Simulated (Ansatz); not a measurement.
**C₃H₈Si₂: a ladder of functionals and wavefunction methods**

An exercise on one series of results from a longer session: the logs are not shown, and one member is left open.

The runs use Ansatz 0.2.0, Gaussian basis; functionals in def2-TZVPP, the program's frozen cores in correlated methods.

Plan: PBE-D4, r2SCAN-D4, PBE0-D4, B3LYP-D4, ωB97X-V, ωB97M-V, B2PLYP; CCSD(T)/def2-TZVPP; MP2/def2-QZVPP; extrapolation to the limit.

## Structure used throughout

The geometry comes from an earlier relaxation with PBE0-D4 in a triple-zeta def2 set; it is a stationary point, not always the lowest conformer.

SMILES `[SiH3]C=C=C[SiH3]`, 13 atoms, charge 0, spin multiplicity 1.

Atoms are counted from 1 here; the program's logs count them from 0.

Bond lengths: Si1–C2 1.860 Å, Si1–H6 1.488 Å, Si1–H7 1.488 Å, Si1–H8 1.484 Å, C2–C3 1.302 Å, C2–H9 1.089 Å, C3–C4 1.302 Å, C4–Si5 1.859 Å, C4–H10 1.089 Å, Si5–H11 1.484 Å, Si5–H12 1.488 Å, Si5–H13 1.488 Å. Angles: C2–Si1–H6 110.5°, C2–Si1–H7 110.3°, C2–Si1–H8 108.9°, H6–Si1–H7 107.8°, H6–Si1–H8 109.7°, H7–Si1–H8 109.7°, Si1–C2–C3 121.0°, Si1–C2–H9 120.2°, C3–C2–H9 118.7°, C2–C3–C4 177.2°, C3–C4–Si5 121.1°, C3–C4–H10 118.7°, Si5–C4–H10 120.2°, C4–Si5–H11 108.9°, C4–Si5–H12 110.5°, C4–Si5–H13 110.3°, H11–Si5–H12 109.7°, H11–Si5–H13 109.7° and more.

Set-up of the first run:

Contents of in.yaml:

```yaml
crystal:
  periodic: [false, false, false]
  atoms:
    - {symbol: Si, position_ang: [-1.391523, -1.453697, 1.538148]}
    - {symbol: C, position_ang: [0.150849, -0.420088, 1.435664]}
    - {symbol: C, position_ang: [0.709526, -0.160519, 0.289108]}
    - {symbol: C, position_ang: [1.210700, 0.111905, -0.880816]}
    - {symbol: Si, position_ang: [0.662529, 1.611648, -1.833571]}
    - {symbol: H, position_ang: [-1.148978, -2.670709, 2.358610]}
    - {symbol: H, position_ang: [-2.487434, -0.681748, 2.183047]}
    - {symbol: H, position_ang: [-1.796908, -1.847923, 0.166501]}
    - {symbol: H, position_ang: [0.604117, -0.020202, 2.341107]}
    - {symbol: H, position_ang: [1.962160, -0.557133, -1.296610]}
    - {symbol: H, position_ang: [-0.372208, 2.327813, -1.047687]}
    - {symbol: H, position_ang: [1.815364, 2.517008, -2.087309]}
    - {symbol: H, position_ang: [0.102306, 1.208744, -3.151391]}
basis:
  gaussian: {orbitals: def2-TZVPP}
hamiltonian: {xc: pbe, dispersion: d4}
output: {forces: true, orbitals: {seedname: orbitals}}
```

Started as:

```bash
> ansatz run in.yaml --threads 4 --pin off --events-out ev --progress --plain --max-ram 10444MiB
```

Among the steps run: PBE-D4 (GGA); r2SCAN-D4 (meta-GGA); PBE0-D4 (hybrid); B3LYP-D4 (hybrid); ωB97X-V (range-separated); ωB97M-V (range-separated); B2PLYP (double hybrid); CCSD(T) in def2-TZVPP; MP2 in def2-QZVPP.

One of the session's tables, all rows but one given; the rest of the session is left out.

It belongs to the step «Atomisation energies». 

```
            method  atomisation energy (eV)
            PBE-D4                   49.630
         r2SCAN-D4                   49.223
           PBE0-D4                   49.077
          B3LYP-D4                   49.187
           ωB97X-V                   49.217
           ωB97M-V                        ?
            B2PLYP                   48.576
     HF/def2-TZVPP                   37.009
    MP2/def2-TZVPP                   48.190
   CCSD/def2-TZVPP                   47.165
CCSD(T)/def2-TZVPP                   47.823
           MP2/CBS                   49.354
       CCSD(T)/CBS                   48.986
```

Estimate the missing values for ωB97M-V.

As computed: atomisation energy (eV): 49.162. In the column «atomisation energy (eV)» it lies between PBE0-D4 (49.077) and B3LYP-D4 (49.187).

Caveats from the session: Free atoms (2 Si, 3 C, 8 H) were run apart at each level; the atomisation energy is their sum less the molecule, without zero-point or spin-orbit terms.
